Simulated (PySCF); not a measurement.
# From one method to the next for SiSe⁻

What do other methods print for SiSe⁻?

Computed with PySCF 2.14.0. Level: method and basis as typed in the scripts.

3 further runs of the same task are left out: 3 that didn't finish.

### Step 1. Starting geometry

SiSe⁻: 2 atoms, charge -1, spin multiplicity 2.

No contacts short enough for the rule that draws bonds.

### Step 2. The run that the others are compared with

Contents of input.py:

```python
from pyscf import gto, scf, mp

mol = gto.M(
    atom='Si 0 0 0; Se 0 0 2.679',
    basis='sbkjc',
    ecp={'Si': 'sbkjc', 'Se': 'sbkjc'},
    charge=-1,
    spin=1,
    verbose=3,
)
mf = scf.UHF(mol)
mf = mf.newton()
mf.kernel()
mp.MP2(mf).kernel()
mf.dip_moment()
print('orbital energies (hartree):', [e[max(0, n-3):n+3].round(4) for e, n in zip(mf.mo_energy, mol.nelec)])
```

Launch:

```bash
$ OMP_NUM_THREADS=1 python input.py
```

### Step 3. Geometry optimisation

Edit 1 changes step after the SCF: mp2 → optimize.

Contents of input.py:

```python
from pyscf import gto, scf
from pyscf.geomopt.geometric_solver import optimize

mol = gto.M(
    atom='Si 0 0 0; Se 0 0 2.679',
    basis='sbkjc',
    ecp={'Si': 'sbkjc', 'Se': 'sbkjc'},
    charge=-1,
    spin=1,
    verbose=3,
)
mf = scf.UHF(mol)
mf = mf.newton()
mf.kernel()
mol_eq = optimize(mf, maxsteps=30)
print('optimised geometry (angstrom)')
print(mol_eq.tostring('raw'))
print('orbital energies (hartree):', [e[max(0, n-3):n+3].round(4) for e, n in zip(mf.mo_energy, mol.nelec)])
```

### Step 4. Frequency run

Edit 2 changes step after the SCF: mp2 → frequency.

Edit input.py of step 2 so:

```diff
@@ -1,2 +1,3 @@
-from pyscf import gto, scf, mp
+from pyscf import gto, scf
+from pyscf.hessian import thermo
 
@@ -13,3 +14,4 @@
 mf.kernel()
-mp.MP2(mf).kernel()
+hess = mf.Hessian().kernel()
+print('wavenumber (cm^-1) =', thermo.harmonic_analysis(mol, hess)['freq_wavenumber'].round(1))
 mf.dip_moment()
```

### Step 5. Pw6b95 (UKS)

Edit 3 changes functional: none (Hartree–Fock) → pw6b95; SCF type: UHF → UKS; step after the SCF: mp2 → analyze.

Edit input.py of step 2 so:

```diff
@@ -1,2 +1,2 @@
-from pyscf import gto, scf, mp
+from pyscf import gto, dft
 
@@ -10,6 +10,6 @@
 )
-mf = scf.UHF(mol)
+mf = dft.UKS(mol, xc='pw6b95')
 mf = mf.newton()
 mf.kernel()
-mp.MP2(mf).kernel()
+mf.mulliken_pop()
 mf.dip_moment()
```

### Step 6. ROHF

Edit 4 changes SCF type: UHF → ROHF.

Contents of input.py:

```python
from pyscf import gto, scf, mp

mol = gto.M(
    atom='Si 0 0 0; Se 0 0 2.679',
    basis='sbkjc',
    ecp={'Si': 'sbkjc', 'Se': 'sbkjc'},
    charge=-1,
    spin=1,
    verbose=3,
)
mf = scf.ROHF(mol)
mf = mf.newton()
mf.kernel()
mp.MP2(mf).kernel()
mf.dip_moment()
print('orbital energies (hartree):', mf.mo_energy[..., max(0, mol.nelec[1]-3):mol.nelec[0]+3].round(4))
```

### Step 7. CASCI (ROHF)

Edit 5 changes step after the SCF: mp2 → casci; SCF type: UHF → ROHF; active space: none → 7 electrons in 8 orbitals.

Contents of input.py:

```python
from pyscf import gto, scf, mcscf

mol = gto.M(
    atom='Si 0 0 0; Se 0 0 2.679',
    basis='sbkjc',
    ecp={'Si': 'sbkjc', 'Se': 'sbkjc'},
    charge=-1,
    spin=1,
    verbose=3,
)
mf = scf.ROHF(mol)
mf = mf.newton()
mf.kernel()
mc = mcscf.CASCI(mf, 8, 7)
mc.kernel()
mc.analyze()
mf.dip_moment()
print('orbital energies (hartree):', mf.mo_energy[..., max(0, mol.nelec[1]-3):mol.nelec[0]+3].round(4))
```

Q: Predict the outcome of this session. Wanted: for each run, E(SCF); from base; after the SCF.

The runs gave:

| run | E(SCF) (hartree) | from base (eV) | after the SCF |
| --- | --- | --- | --- |
| base | -12.884437 | 0 | MP2 correlation -1.183 eV |
| geometry optimisation | -12.884437 | 0.0000 | bond 2.286 Å, -0.242 eV |
| frequency run | -12.884437 | 0.0000 | highest mode 97 cm⁻¹ |
| pw6b95 (UKS) | -13.199102 | not comparable | n/a |
| ROHF | -12.866073 | +0.4997 | MP2 correlation -2.113 eV |
| CASCI (ROHF) | -12.866073 | +0.4997 | CASCI correlation -1.179 eV |

SCF columns refer to the geometry typed in the script.

**Reading.** A lower total energy from another functional means nothing by itself. The dearest run is “pw6b95 (UKS)”, at 4.5 s against 0.83 s.
